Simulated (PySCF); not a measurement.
# Solver options tried on AlCd

The same problem is solved with other solver options, one edit a run.

Computed with PySCF 2.14.0. Level: each script names its method and basis.

6 further runs of the same task are left out: 6 that didn't finish.

### 1 The system as given

AlCd: 2 atoms, charge 0, spin multiplicity 2.

Bond lengths: Al1–Cd2 2.595 Å.

### 2 The run that the others are compared with

The input, input.py:

```python
from pyscf import gto, scf

mol = gto.M(
    atom='Al 0 0 0; Cd 0 0 2.595',
    basis='sbkjc',
    ecp={'Al': 'sbkjc', 'Cd': 'sbkjc'},
    charge=0,
    spin=1,
    symmetry=True,
    verbose=4,
)
mf = scf.UHF(mol)
mf = mf.newton()
mf.kernel()
mf.nuc_grad_method().kernel()
mf.dip_moment()
print('orbital energies (hartree):', [e[max(0, n-3):n+3].round(4) for e, n in zip(mf.mo_energy, mol.nelec)])
```

Launch:

```bash
python input.py
```

The log of this run is left out.

In short: E(SCF) = -165.010681 Eh, 6 macro-iterations, ⟨S²⟩ = 0.784, μ = 3.60 D, gradient on the second atom -0.0050 Eh/bohr.

The bond length is a typed value, not an optimised one.

### 3 Smearing width 0.2 hartree

Run 1 changes smearing width: none → 0.2 hartree; step after the SCF: gradient → none.

The input, input.py:

```python
from pyscf import gto, scf

mol = gto.M(
    atom='Al 0 0 0; Cd 0 0 2.595',
    basis='sbkjc',
    ecp={'Al': 'sbkjc', 'Cd': 'sbkjc'},
    charge=0,
    spin=1,
    symmetry=True,
    verbose=4,
)
mf = scf.UHF(mol)
mf = scf.addons.smearing_(mf, sigma=0.2, method='fermi')
mf = mf.newton()
mf.kernel()
mf.dip_moment()
print('orbital energies (hartree):', [e[max(0, n-3):n+3].round(4) for e, n in zip(mf.mo_energy, mol.nelec)])
```

Launch:

```bash
python input.py
```

### 4 Point-group symmetry off

Run 2 changes point-group symmetry: on → off.

input.py: that of step 2 with these lines changed.

```diff
@@ -8,3 +8,2 @@
     spin=1,
-    symmetry=True,
     verbose=4,
```

### 5 Level shift 1 hartree

Run 3 changes level shift: none → 1 hartree.

input.py: that of step 2 with these lines changed.

```diff
@@ -12,2 +12,3 @@
 mf = scf.UHF(mol)
+mf.level_shift = 1.0
 mf = mf.newton()
```

Q: Predict the outcome of this session. Wanted: for each run, E(SCF); from base; gap, α spin; SCF dipole.

**Answer**, as computed:

| run | E(SCF) (hartree) | from base (eV) | cycles | gap, α spin (eV) | SCF dipole (D) |
| --- | --- | --- | --- | --- | --- |
| base | -165.010681 | 0 | 6 macro | -16.11 | 3.60 |
| smearing width 0.2 hartree (poor choice) | -138.477625 | not comparable | 3 macro | n/a | 41.09 |
| point-group symmetry off | -165.010681 | 0.0000 | 21 macro | -16.11 | 3.60 |
| level shift 1 hartree | -165.010681 | 0.0000 | 6 macro | -16.11 | 3.60 |

Distance from each run's final energy (log10 hartree) by cycle:

```csv
run,cycle 1,cycle 2,cycle 3,cycle 5,cycle 8,cycle 12
base,1.0,0.4,-0.8,< -11,done,done
smearing width 0.2 hartree (poor choice),-8.8,< -11,< -11,done,done,done
point-group symmetry off,0.9,0.4,-1.0,-6.5,-7.4,-7.8
level shift 1 hartree,1.0,0.4,-0.8,< -11,done,done
```

No change of the SCF energy comes from point-group symmetry off or level shift 1 hartree. The cycles with level shift 1 hartree repeat those of the base digit for digit, so the setting never acted. Rows marked «poor choice» come from settings spoiled on purpose.
